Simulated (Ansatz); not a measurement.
# ZrGa3: pressure against volume

The task here is to estimate one member of a computed series from the others.

Program: Ansatz 0.2.0. Level of theory: DFT LDA, scalar-relativistic. These are calculated values, not measurements.

## The starting structure

It takes space group I4/mmm (No. 139, tetragonal). Conventional cell: a = 3.971 Å, b = 3.971 Å, c = 8.729 Å, α = 90.00°, β = 90.00°, γ = 90.00°. Around Zr (site symmetry 4/mmm) lie 12 Ga at 2.81 to 2.95 Å. Ga (site symmetry 4/mmm) is surrounded by 4 Zr at 2.81 Å and 8 Ga at 2.95 Å. Ga (site symmetry -4m2) is surrounded by 8 Ga at 2.81 to 2.95 Å and 4 Zr at 2.95 Å.

As a file:

```
Zr Ga
1.0
    -1.98550    1.98550    4.36450
     1.98550   -1.98550    4.36450
     1.98550    1.98550   -4.36450
Zr Ga
1 3
Direct
  0.00000 0.00000 0.00000
  0.50000 0.50000 0.00000
  0.75000 0.25000 0.50000
  0.25000 0.75000 0.50000
```

Atoms are numbered in the order of the input: Zr1, Ga2, Ga3, Ga4.

Set-up of the first run:

The input, input.yaml:

```yaml
crystal:
  lattice:
    - [-1.9449682188, 1.9449682188, 4.2754035715]
    - [1.9449682188, -1.9449682188, 4.2754035715]
    - [1.9449682188, 1.9449682188, -4.2754035715]
  atoms:
    - { symbol: Zr, position: [0.0, 0.0, 0.0] }
    - { symbol: Ga, position: [0.5, 0.5, 0.0] }
    - { symbol: Ga, position: [0.75, 0.25, 0.5] }
    - { symbol: Ga, position: [0.25, 0.75, 0.5] }
kpoints:
  mp_grid: { grid: [12, 12, 12] }
  band_path:
    path:
      - [0.0, 0.0, 0.0]
      - [0.0, 0.0, 0.5]
      - [0.25, 0.25, 0.25]
      - [0.0, 0.5, 0.0]
      - [0.0, 0.0, 0.0]
      - [0.5, 0.5, -0.5]
      - [0.3017381381, 0.6982618619, -0.3017381381]
      - [-0.3017381381, 0.3017381381, 0.3017381381]
      - [0.0, 0.0, 0.0]
    npoints: 5
scf:
  occupations: { method: fermi_dirac, width: 0.03 }
hamiltonian:
  xc: lda
  pseudopotentials: { kind: all_electron, lapw: { basis_error: 0.001 } }
output:
  forces: true
  stress: true
  eigenvalues: true
```

The run is started by

```console
ansatz run input.yaml --threads 1 --pin off --max-ram 4096MiB --backend cpu --events-out ev --progress --plain --runs-dir out
```

Among the steps run: Volume × 0.94, LAPW; Volume × 0.94, PAW; Volume × 0.94, crystal datasets; Volume × 0.98, LAPW; Volume × 0.98, PAW; Volume × 0.98, crystal datasets; Volume × 1.01, LAPW; Volume × 1.01, PAW; Volume × 1.01, crystal datasets; Volume × 1.04, LAPW; Volume × 1.04, PAW; Volume × 1.04, crystal datasets.

One of the session's tables, all rows but one given; the rest of the session is left out.

It belongs to the step «The equation of state». 

| method | volume (Å³/atom) | pressure (GPa) |
| --- | --- | --- |
| LAPW | 16.173 | 1.36 |
| LAPW | 16.862 | -3.36 |
| LAPW | 17.378 | -6.24 |
| LAPW | 17.894 | -8.61 |
| PAW | 16.173 | 1.31 |
| PAW | 16.862 | -3.41 |
| PAW | 17.378 | ? |
| PAW | 17.894 | -8.65 |
| crystal datasets | 16.173 | 1.36 |
| crystal datasets | 16.862 | -3.36 |
| crystal datasets | 17.378 | -6.24 |
| crystal datasets | 17.894 | -8.61 |

**Question.** Estimate the row for PAW, 17.378.

The run gave: pressure (GPa): -6.28. In the column «pressure (GPa)» it lies between crystal datasets, 17.894 (-8.61) and LAPW, 17.378 (-6.24).

Limits of these values: Shape and positions are held, so a fully relaxed modulus can be lower. Warnings in the runs' records: gradients without spin orbit, crystal datasets made.
